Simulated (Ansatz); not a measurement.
The system is PBr.

```xyz
4
Lattice="4.9386 0.0000 0.0000 -2.0624 5.1945 0.0000 -0.6968 -0.6538 6.2333" Properties=species:S:1:pos:R:3 pbc="T T T"
Br    1.3556    4.2827    1.5132
Br    0.8238    0.2581    4.7201
P     1.6933    2.1829    3.9386
P     0.4861    2.3578    2.2946
```

The cell comes from a database or a generator and needn't be the stable form of this composition.

| Item | Value |
| --- | --- |
| Program | Ansatz 0.2.0 |
| Task | relaxation of cell and atoms |
| Functional | PBE |
| Dispersion | D3(BJ) |
| Potentials or basis | Ansatz PAW |
| Cutoff | 420 eV (not typed: the program's choice for these potentials) |
| k mesh | 6 × 5 × 5 |
| Occupations | fermi-dirac, width 0.05 eV |
| Spin | no spin polarisation |

At the start: volume 39.98 Å³/atom.

Problem. Where does the relaxation end?

Solution. It ends after 34 steps and the volume is 26.59 Å³/atom (-33.5 %); space group P-1 (No. 2, to 0.05 Å).

The path:
| step | energy change (eV) | largest force (eV/Å) | volume (Å³) |
| --- | --- | --- | --- |
| 1 | 0.0000 | 0.0990 | 159.90 |
| 2 | -0.0496 | 0.0618 | 149.89 |
| 3 | -0.1173 | 0.1275 | 136.50 |
| 4 | -0.1544 | 0.3223 | 126.09 |
| 5 | -0.1859 | 0.0648 | 123.13 |
| 6 | -0.1867 | 0.0616 | 122.47 |
| 7 | -0.1889 | 0.1889 | 119.12 |
| 8 | -0.1902 | 0.0479 | 119.86 |
| 9 | -0.1907 | 0.0133 | 119.77 |
| 10 | -0.1908 | 0.0086 | 119.49 |
| 11 | -0.1909 | 0.0064 | 119.43 |
| 12 | -0.1910 | 0.0088 | 119.24 |
| 13 | -0.1911 | 0.0105 | 119.05 |
| 14 | -0.1913 | 0.0174 | 118.54 |
| 15 | -0.1917 | 0.0212 | 118.28 |
| 16 | -0.1923 | 0.0410 | 117.65 |
| 17 | -0.1927 | 0.0668 | 117.93 |
| 18 | -0.1929 | 0.0579 | 118.39 |
| 19 | -0.1930 | 0.0582 | 118.24 |
| 20 | -0.1934 | 0.0085 | 117.95 |
| 21 | -0.1935 | 0.0206 | 117.87 |
| 22 | -0.1936 | 0.0197 | 117.94 |
| 23 | -0.1940 | 0.0137 | 117.91 |
| 24 | -0.2103 | 0.1998 | 116.91 |
| 25 | -0.3126 | 0.5756 | 114.21 |
| 26 | -0.4822 | 0.8371 | 110.13 |
| 27 | -0.6742 | 0.7382 | 106.87 |
| 28 | -0.7508 | 0.2652 | 105.04 |
| 29 | -0.7750 | 0.2704 | 105.89 |
| 30 | -0.7928 | 0.0358 | 105.72 |
| 31 | -0.7934 | 0.0183 | 106.17 |
| 32 | -0.7935 | 0.0136 | 106.43 |
| 33 | -0.7936 | 0.0013 | 106.37 |
| 34 | -0.7928 | 0.0015 | 106.37 |

Final structure:
```
Br P
1.0
     3.43623   -0.39008    0.13069
    -1.84530    5.68771   -0.13869
    -0.26823   -0.74123    5.65005
Br P
2 2
Cartesian
  0.1091 4.1405 1.0893
  1.2136 0.4159 4.5527
  1.5177 2.4323 3.5797
  -0.1950 2.1241 2.0623
```

Caveat: the volume moved by over 15 % at a fixed basis, so the end points are rough; the plane-wave basis is chosen anew once the cell has moved, so the energies of steps on either side of that aren't comparable.
